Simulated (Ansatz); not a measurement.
# C: a relaxation

The task: find the equilibrium cell of C.

Method: DFT r2SCAN, scalar-relativistic, plane waves, PAW, in Ansatz 0.2.0.

## Step 1: The structure to begin with

The structure is hexagonal, space group P6/mmm (No. 191). Conventional cell: a = 4.890 Å, b = 4.890 Å, c = 3.880 Å, α = 90.00°, β = 90.00°, γ = 120.00°. C (site symmetry 3m) has 4 C at 1.43 to 1.54 Å in its first shell of neighbours. Around C (site symmetry 2mm) lie 1 C at 1.24 Å.

Coordinates:

```
C
1.0
     4.89000    0.00000    0.00000
    -2.44500    4.23486    0.00000
     0.00000    0.00000    3.88000
C
10
Direct
  0.66667 0.33333 0.18400
  0.33333 0.66667 0.18400
  0.66667 0.33333 0.81600
  0.33333 0.66667 0.81600
  0.50000 0.50000 0.34000
  0.00000 0.50000 0.34000
  0.50000 0.00000 0.34000
  0.50000 0.50000 0.66000
  0.50000 0.00000 0.66000
  0.00000 0.50000 0.66000
```

The structure comes from the Crystallography Open Database.

(A quick probe on a coarse mesh, which set the mesh and smearing, is not shown.)

## Step 3: Coarse relaxation

Input file input.yaml:

```yaml
crystal:
  lattice:
    - [4.8899981707, 0.0, 0.0]
    - [-2.4449990854, 4.2348626403, 0.0]
    - [0.0, 0.0, 3.88]
  atoms:
    - { symbol: C, position: [0.6666666667, 0.3333333333, 0.184] }
    - { symbol: C, position: [0.3333333333, 0.6666666667, 0.184] }
    - { symbol: C, position: [0.6666666667, 0.3333333333, 0.816] }
    - { symbol: C, position: [0.3333333333, 0.6666666667, 0.816] }
    - { symbol: C, position: [0.5, 0.5, 0.34] }
    - { symbol: C, position: [0.0, 0.5, 0.34] }
    - { symbol: C, position: [0.5, 0.0, 0.34] }
    - { symbol: C, position: [0.5, 0.5, 0.66] }
    - { symbol: C, position: [0.5, 0.0, 0.66] }
    - { symbol: C, position: [0.0, 0.5, 0.66] }
basis:
  ecutwfc: 500
kpoints:
  mp_grid: { grid: [6, 6, 6] }
hamiltonian:
  xc: r2scan
scf:
  occupations: { method: gaussian, width: 0.1 }
output:
  forces: true
  stress: true
  eigenvalues: true
relax:
  adjacent_minimum: "off"
  f_tol: 0.05
  max_steps: 80
  cell: { stress_tol: 0.5 }
```

Run with:

```sh
$ ansatz run input.yaml --threads 2 --pin off --max-ram 5120MiB --backend cpu --events-out ev --progress --plain --runs-dir out
```

Further runs follow: full relaxation.

What does the calculation give? Wanted: relaxed cell; volume; gap on the mesh.

The runs gave:

| quantity | value |
| --- | --- |
| relaxed cell | a = 4.824 Å, b = 4.824 Å, c = 4.155 Å, α = 90.00°, β = 90.00°, γ = 120.00° |
| space group (0.01 Å) | P6/mmm (No. 191) |
| volume | 8.37 Å³/atom |
| gap on the mesh | none (metal) |

**Reading.** The cell grew by 4.2 % in volume on relaxing. The shape changed too: the edges of the input's cell moved by -1.3, -1.3, +7.1 %.

These are semilocal Kohn-Sham gaps, which aren't the measured quantity. Such gaps usually fall short of the measured ones.
